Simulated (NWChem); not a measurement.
# One shape, several levels: GeSiH6SO (SMILES O[SiH2][S][GeH3])

Aim: a comparison of 4 runs (HF/STO-3G, HF/3-21G, B3LYP/6-31G*) of GeSiH6SO. 

The calculation is run with NWChem 7.3.0.

### 1 The molecule

GeSiH6SO has 10 atoms, charge 0, and is taken as a singlet. SMILES: `O[SiH2][S][GeH3]`. The coordinates come from a PBE0-D4/def2-TZVP relaxation. This is one conformer, not always the lowest.

Bond lengths: O1–Si2 1.641 Å, Si2–S3 2.132 Å, S3–Ge4 2.227 Å, O1–H5 0.958 Å, Si2–H6 1.489 Å, Si2–H7 1.477 Å, Ge4–H8 1.533 Å, Ge4–H9 1.535 Å, Ge4–H10 1.539 Å. Some angles: O1–Si2–S3 113.3°, Si2–S3–Ge4 98.1°, O1–Si2–H6 111.0°, O1–Si2–H7 105.3°, S3–Si2–H6 107.5°, S3–Si2–H7 108.3°, Si2–O1–H5 117.8°, S3–Ge4–H8 105.9°, S3–Ge4–H9 110.1°, S3–Ge4–H10 109.6°.

### 2 Energy and gradient at HF/STO-3G (run 1)

geh6ossi.nw

```
start geh6ossi
title "GeH6OSSi"
memory stack 880 mb heap 220 mb global 1100 mb
charge 0

geometry noautosym nocenter noautoz
  O       -0.776500       1.478300      -1.763100
  Si       0.311000       1.360000      -0.539600
  S        1.353700      -0.499200      -0.514000
  Ge       0.061000      -1.562800       0.954800
  H       -1.400700       0.760100      -1.878000
  H       -0.354800       1.517500       0.782400
  H        1.290900       2.438600      -0.782400
  H        0.469800      -3.039000       0.883000
  H        0.287000      -0.996400       2.363200
  H       -1.416200      -1.396400       0.557000
end

basis spherical bse
  * library STO-3G
end

scf
  thresh 1e-08
  maxiter 80
end

task scf gradient
```

Launch:

```sh
$ nwchem geh6ossi.nw > geh6ossi.out
```

Log:

```text
[...]
  functions       =    47
[...]
  wavefunction    = RHF
[...]
         Total SCF energy =  -2807.930437712567
      One-electron energy =  -4800.518170895813
      Two-electron energy =   1558.280475796441
 Nuclear repulsion energy =    434.307257386805
        Time for solution =      3.7s
[...]
                         RHF ENERGY GRADIENTS
    atom               coordinates                        gradient
                 x          y          z           x          y          z
   1 O      -1.467372   2.793582  -3.331776   -0.004668  -0.033094   0.020074
   2 Si      0.587705   2.570027  -1.019696   -0.023300  -0.005003  -0.035081
   3 S       2.558122  -0.943351  -0.971319    0.018979  -0.001541  -0.012906
   4 Ge      0.115273  -2.953264   1.804310    0.005461   0.013203  -0.006358
   5 H      -2.646939   1.436381  -3.548905    0.013210   0.025360  -0.006458
   6 H      -0.670475   2.867659   1.478522   -0.013378  -0.001598   0.028224
   7 H       2.439447   4.608286  -1.478522    0.021415   0.018853  -0.005980
   8 H       0.887793  -5.742877   1.668628    0.012828  -0.036900  -0.004761
   9 H       0.542351  -1.882923   4.465800    0.007161   0.015464   0.035040
  10 H      -2.676230  -2.638813   1.052577   -0.037707   0.005256  -0.011794
[...]
```

It took 6.3 s on 1 thread of Intel Xeon Platinum 8488C (Sapphire Rapids), shared host; peak memory 0.1 GiB.

### 3 Energy and gradient at HF/3-21G (run 2)

geh6ossi.xyz

```xyz
10

O     -0.776500     1.478300    -1.763100
Si     0.311000     1.360000    -0.539600
S      1.353700    -0.499200    -0.514000
Ge     0.061000    -1.562800     0.954800
H     -1.400700     0.760100    -1.878000
H     -0.354800     1.517500     0.782400
H      1.290900     2.438600    -0.782400
H      0.469800    -3.039000     0.883000
H      0.287000    -0.996400     2.363200
H     -1.416200    -1.396400     0.557000
```

geh6ossi.nw

```
start geh6ossi
memory stack 880 mb heap 220 mb global 1100 mb

geometry units angstroms noautosym nocenter noautoz
  load format xyz geh6ossi.xyz
end

basis spherical bse
  * library 3-21G
end

scf
  thresh 1e-08
  maxiter 80
end

task scf gradient
```

Launch:

```sh
$ nwchem geh6ossi.nw > geh6ossi.out
```

Log:

```text
[...]
  functions       =    69
[...]
  wavefunction    = RHF
[...]
         Total SCF energy =  -2826.279986509125
      One-electron energy =  -4802.646430746072
      Two-electron energy =   1542.059186850142
 Nuclear repulsion energy =    434.307257386805
        Time for solution =      4.2s
[...]
                         RHF ENERGY GRADIENTS
    atom               coordinates                        gradient
                 x          y          z           x          y          z
   1 O      -1.467372   2.793582  -3.331776    0.015829   0.004619   0.010716
   2 Si      0.587705   2.570027  -1.019696   -0.015343  -0.044929  -0.011674
   3 S       2.558122  -0.943351  -0.971319   -0.019211   0.013521   0.008115
   4 Ge      0.115273  -2.953264   1.804310    0.007172   0.026129  -0.018376
   5 H      -2.646939   1.436381  -3.548905    0.009862  -0.000107   0.010880
   6 H      -0.670475   2.867659   1.478522   -0.001134   0.001723   0.001250
   7 H       2.439447   4.608286  -1.478522    0.001630   0.002998  -0.002224
   8 H       0.887793  -5.742877   1.668628    0.001475  -0.001824  -0.000737
   9 H       0.542351  -1.882923   4.465800    0.000766  -0.000602   0.001663
  10 H      -2.676230  -2.638813   1.052577   -0.001047  -0.001528   0.000388
[...]
```

Wall time 7.2 s (1 thread of Intel Xeon Platinum 8488C (Sapphire Rapids), shared host); peak memory 0.099 GiB.

Run 3 isn't shown in full; the table further down has it.

### 4 Energy and forces at B3LYP/6-31G(d) (Cartesian functions) (run 4)

m1.nw

```
start m1
title "GeH6OSSi"
memory stack 880 mb heap 220 mb global 1100 mb
geometry noautosym nocenter noautoz
O    -0.776500    1.478300   -1.763100
Si    0.311000    1.360000   -0.539600
S     1.353700   -0.499200   -0.514000
Ge    0.061000   -1.562800    0.954800
H    -1.400700    0.760100   -1.878000
H    -0.354800    1.517500    0.782400
H     1.290900    2.438600   -0.782400
H     0.469800   -3.039000    0.883000
H     0.287000   -0.996400    2.363200
H    -1.416200   -1.396400    0.557000
end
basis
O library 6-31G*
Si library 6-31G*
S library 6-31G*
Ge library 6-31G*
H library 6-31G*
end
dft
xc b3lyp
grid fine
convergence energy 1e-08
iterations 100
mulliken
end
task dft gradient
```

Launch:

```sh
$ nwchem m1.nw > m1.out
```

Log:

```text
[...]
          Wavefunction type:  closed shell.
          No. of atoms     :    10
          No. of electrons :    76
[...]
          Charge           :     0
          Spin multiplicity:     1
[...]
          AO basis - number of functions:   100
[...]
              XC Information
              --------------
                         B3LYP Method XC Potential
                     Hartree-Fock (Exact) Exchange  0.200
                        Slater Exchange Functional  0.800 local
                    Becke 1988 Exchange Functional  0.720 non-local
              Lee-Yang-Parr Correlation Functional  0.810
                  VWN I RPA Correlation Functional  0.190 local
[...]
 d= 0,ls=0.0,diis     1  -2843.2714531172 -3.28D+03  1.50D-02  1.56D+00     3.7
[...]
 d= 0,ls=0.0,diis     8  -2843.3567417181  2.53D-09  7.18D-06  1.32D-06    22.7
         Total DFT energy =    -2843.356741718113
      One electron energy =    -4818.299015684594
           Coulomb energy =     1677.223410847822
    Exchange-Corr. energy =     -136.588394268147
 Nuclear repulsion energy =      434.307257386805
[...]
      Total Density - Mulliken Population Analysis
     ---------------------------------------------
    Atom       Charge   Shell Charges
 -----------   ------   -------------------------------------------------------
    1 O    8     8.67   1.99  0.90  2.95  0.90  1.88  0.04
    2 Si  14    13.40   2.00  1.99  5.96  1.02  1.76  0.16  0.28  0.23
    3 S   16    16.27   2.00  1.99  5.97  1.40  3.10  0.51  1.30 -0.00
    4 Ge  32    32.04   2.00  1.99  6.00  1.93  5.99  1.34  2.21  0.11  0.27  6.92  2.96  0.32
    5 H    1     0.58   0.47  0.11
    6 H    1     1.10   0.52  0.58
    7 H    1     1.06   0.51  0.55
    8 H    1     0.95   0.49  0.46
    9 H    1     0.95   0.49  0.46
   10 H    1     0.98   0.49  0.49
[...]
  wavefunction    = closed shell
                         DFT ENERGY GRADIENTS
    atom               coordinates                        gradient
                 x          y          z           x          y          z
   1 O      -1.467372   2.793582  -3.331776    0.002303  -0.008036   0.008524
   2 Si      0.587705   2.570027  -1.019696   -0.003789  -0.005499  -0.007477
   3 S       2.558122  -0.943351  -0.971319   -0.007615   0.002504   0.003816
   4 Ge      0.115273  -2.953264   1.804310    0.001570   0.003655  -0.003131
   5 H      -2.646939   1.436381  -3.548905    0.005925   0.006202   0.001344
   6 H      -0.670475   2.867659   1.478522   -0.000560  -0.000399  -0.000638
   7 H       2.439447   4.608286  -1.478522   -0.000141  -0.000160  -0.000043
   8 H       0.887793  -5.742877   1.668628   -0.000309   0.002379  -0.000142
   9 H       0.542351  -1.882923   4.465800    0.000003  -0.000721  -0.002530
  10 H      -2.676230  -2.638813   1.052577    0.002612   0.000075   0.000277
[...]
```

It took 41 s on 1 thread of Intel Xeon Platinum 8488C (Sapphire Rapids), shared host; peak memory 0.13 GiB.

### 5 All runs side by side

| run | level | iteration cap | module | energy (Eh) | dipole moment (D) | HOMO energy (eV) | LUMO energy (eV) | wall time |
| --- | --- | --- | --- | --- | --- | --- | --- | --- |
| 1 | HF/STO-3G | 80 | scf | -2807.930438 | 1.74 | -6.98 | 9.99 | 6.3 s |
| 2 | HF/3-21G | 80 | scf | -2826.279987 | 3.58 | -10.49 | 2.74 | 7.2 s |
| 3 | B3LYP/6-31G* (spherical functions) | 100 | dft | -2843.345838 | 2.36 | -7.12 | -0.44 | 40 s |
| 4 | B3LYP/6-31G* (Cartesian functions) | 100 | dft | -2843.356742 | 2.35 | -7.12 | -0.46 | 41 s |

### 6 Outcome

```
                       quantity           value
            run 4: total energy  -2843.35674 Eh
           run 4: dipole moment          2.35 D
             run 4: HOMO energy        -7.12 eV
             run 4: LUMO energy        -0.46 eV
           run 4: HOMO–LUMO gap         6.66 eV
run 4: largest force on an atom      0.614 eV/Å
```

In words: The dipole moment (its size) runs from 1.74 D (HF/STO-3G) to 3.58 D (HF/3-21G). The HOMO–LUMO gap runs from 6.66 eV (B3LYP/6-31G*) to 16.97 eV (HF/STO-3G). The two ends differ in method and basis. In run 1 the basis is minimal, so the values are rough. All runs together took 94 s, the longest 41 s.
